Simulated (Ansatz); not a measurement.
# Na4TmSb: the cost of one run

Computed with Ansatz 0.2.0 (DFT PBE, scalar-relativistic, plane waves, PAW; 4f electrons in the core of a trivalent norm-conserving potential, unless a step's input says otherwise).

## Step 1: Starting point

It takes space group P6/mmm (No. 191, hexagonal). The conventional cell has a = 4.034 Å, b = 4.034 Å, c = 8.200 Å, α = 90.00°, β = 90.00°, γ = 120.00°. Around Na (site symmetry 3m) lie 3 Na at 2.33 Å. Tm (site symmetry 6/mmm) is surrounded by 12 Na at 3.16 Å. Around Sb (site symmetry 6/mmm) lie 12 Na at 3.05 Å.

Coordinates:

```xyz
6
Lattice="4.0338 0.0000 0.0000 -2.0169 3.4934 0.0000 0.0000 0.0000 8.2001" Properties=species:S:1:pos:R:3 pbc="T T T"
Na    0.0000    2.3289    6.2287
Na    0.0000    2.3289    1.9714
Na    2.0169    1.1645    6.2287
Na    2.0169    1.1645    1.9714
Tm    0.0000    0.0000    4.1000
Sb    0.0000    0.0000    0.0000
```

Recipe of the guess: species swapped into a database cell of TiCrB4 (P6/mmm, No. 191), with Tm on the Ti sites, Sb on the Cr sites and Na on the B sites. Lengths come from tabulated atomic sizes and are only a guess.

## Step 2: A first look at the guess

Input file input.yaml:

```yaml
crystal:
  lattice:
    - [4.0338485, 0.0, 0.0]
    - [-2.01692425, 3.49341528, 0.0]
    - [0.0, 0.0, 8.20006397]
  atoms:
    - { symbol: Na, position: [0.33333333, 0.66666667, 0.75959003] }
    - { symbol: Na, position: [0.33333333, 0.66666667, 0.24040997] }
    - { symbol: Na, position: [0.66666667, 0.33333333, 0.75959003] }
    - { symbol: Na, position: [0.66666667, 0.33333333, 0.24040997] }
    - { symbol: Tm, position: [0.0, 0.0, 0.5] }
    - { symbol: Sb, position: [0.0, 0.0, 0.0] }
basis:
  ecutwfc: 690
kpoints:
  mp_grid: { grid: [6, 6, 2] }
hamiltonian:
  xc: pbe
  pseudopotentials:
    kind: paw
    azcp: { Tm: "pseudopotentials/pbe/nc/lanthanide_3plus/Tm.nc.azcp" }
scf:
  occupations: { method: gaussian, width: 0.1 }
  lower_state_search: "off"
output:
  forces: true
  stress: true
  eigenvalues: true
```

The run is started by

```
$ ansatz run input.yaml --threads 1 --pin off --max-ram 2560MiB --backend cpu --events-out ev --progress --plain --runs-dir out
```

**Question.** How long does this run take on 1 thread of Arm Neoverse V1, shared host, and how much memory does it need?

About 8 s, with a peak of 0.43 GiB.
